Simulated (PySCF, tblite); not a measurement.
# C₄H₅FO₃Si: geometry, infrared bands and NMR shifts

Wanted: the infrared bands and NMR shifts of C₄H₅FO₃Si (`C=CC(=O)[Si@H](F)OC=O`), by calculation.

The runs use tblite 0.8.0 and PySCF 2.14.0, with density-fitted response routines of our own; the level of theory stands in each step. All values are computed, except where a source is named. Atoms are numbered from 0 throughout.

### Step 1. The molecule as given

14 atoms, charge 0, multiplicity 1; geometry from: force field or distance geometry start.

Bonds of the start (Å): C0–C1 1.33, C1–C2 1.46, C2–O3 1.23, C2–Si4 1.86, Si4–F5 1.67, Si4–O6 1.76, O6–C7 1.40, C7–O8 1.26, C0–H9 1.08, C0–H10 1.08, C1–H11 1.09, Si4–H12 1.48, C7–H13 1.07.

### Step 2. Relaxing the molecule with GFN2-xTB

What the job is given:

```
{"job": {"kind": "relax", "xc": "GFN2-xTB", "basis": "xTB"}, "charge": 0, "multiplicity": 1}
C      2.953500     0.399000     0.050500
C      1.638600     0.349100     0.272900
C      0.914000    -0.917400     0.385800
O      1.423100    -2.030600     0.252300
Si    -0.914100    -0.759600     0.719000
F     -1.692000    -2.226800     0.524200
O     -1.599100     0.453300    -0.360700
C     -2.901400     0.907000    -0.123200
O     -3.488400     0.379400     0.861200
H      3.558600    -0.488300    -0.077500
H      3.461100     1.345800    -0.018900
H      1.094700     1.288400     0.406000
H     -1.093500    -0.339400     2.129900
H     -3.355600     1.639800    -0.763700
```

On the command line:

```sh
$ OMP_NUM_THREADS=1 python probes_run.py task.json out
```

This one command runs all jobs of the session in turn.

**Question.** This job is followed by: GFN2-xTB harmonic vibrations, gas phase; GIAO PBE0/pcSseg-1 NMR shielding, non-relativistic, gas phase. Predict these results of the whole session: strongest single infrared mode (GFN2-xTB); zero-point energy (GFN2-xTB); 13C shifts against TMS (PBE0/pcSseg-1); 1H shifts against TMS (PBE0/pcSseg-1); 17O shifts against H2O (PBE0/pcSseg-1); 29Si shifts against TMS (PBE0/pcSseg-1); 19F shifts against CFCl3 (PBE0/pcSseg-1).

The runs gave:

```
                                 quantity                             value
strongest single infrared mode (GFN2-xTB)             1159 cm⁻¹, 588 km/mol
             zero-point energy (GFN2-xTB)                     53.0 kcal/mol
   13C shifts against TMS (PBE0/pcSseg-1)    223.9, 162.6, 140.1, 136.9 ppm
    1H shifts against TMS (PBE0/pcSseg-1)  8.19, 7.42, 6.79, 6.06, 5.13 ppm
   17O shifts against H2O (PBE0/pcSseg-1)           802.2, 473.2, 221.2 ppm
  29Si shifts against TMS (PBE0/pcSseg-1)                         -56.3 ppm
 19F shifts against CFCl3 (PBE0/pcSseg-1)                        -173.7 ppm
```

What this shows: Relaxing lowered the energy by 0.824 eV in 173 steps; the close pair that moved most is Si4–O6, from 1.762 to 1.655 Å. All 36 modes are real, so the xTB geometry is a minimum. The strongest single mode, at 1159 cm⁻¹, moves mainly O6 and C7. GFN2-xTB is a fitted tight-binding method: band positions and strengths are rough. Its intensities can rank the bands wrongly. At PBE0/pcSseg-1: Shielding is most anisotropic at O3 (span 1749 ppm, paramagnetic term -864 ppm).
